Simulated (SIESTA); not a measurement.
KAlO3:

```
K Al O
1.0
     3.86701    0.00000    0.00000
     0.00000    3.86701    0.00000
     0.00000    0.00000    3.86701
K Al O
1 1 3
Direct
  0.00000 0.00000 0.00000
  0.50000 0.50000 0.50000
  0.00000 0.50000 0.50000
  0.50000 0.00000 0.50000
  0.50000 0.50000 0.00000
```

The cell comes from a database or a generator and needn't be the stable form of this composition.

| Item | Value |
| --- | --- |
| Program | SIESTA 5.4.2 |
| Task | single point |
| Functional | PBEsol |
| Potentials or basis | PseudoDojo 0.4 standard (PBEsol files) |
| Basis | DZP (energy shift 0.003 Ry; two zetas on semicore shells; d shell added on K) |
| Grid cutoff | 800 Ry |
| Energy shift | 0.003 Ry |
| k mesh | 7 × 7 × 7 |
| Occupations | fermi-dirac, width 0.05 eV |
| Spin | no spin polarisation |

On this cell: pressure -5.2 GPa; largest force zero by symmetry; band gap on the k mesh none (metal or under the smearing width).

The same run follows on a disturbed copy (atoms moved at random, drawn with an rms of 0.05 Å):

```
K Al O
1.0
     3.86701    0.00000    0.00000
     0.00000    3.86701    0.00000
     0.00000    0.00000    3.86701
K Al O
1 1 3
Direct
  0.99843 0.01336 0.00166
  0.49454 0.51332 0.51448
  0.99666 0.50986 0.48218
  0.48225 0.00518 0.48626
  0.50408 0.50396 0.00244
```

Problem. What changes?

Solution. The energy (extrapolated to zero smearing) moves by +14.7 meV/atom; pressure -4.8 GPa; largest force 0.904 eV/Å; band gap on the k mesh none (metal or under the smearing width).

Forces on the atoms (eV/Å):
```
K   -0.095 -0.093 -0.149
Al   0.072 -0.329 -0.839
O   -0.139 -0.001  0.540
O    0.321  0.298  0.449
O   -0.159  0.125 -0.003
```

Stress tensor (GPa, compression positive):
```
-5.03 -0.08  0.11
-0.08 -4.83 -0.13
 0.11 -0.13 -4.64
```

Caveats: the basis of atomic orbitals isn't converged, which shifts pressures, moduli and gaps.
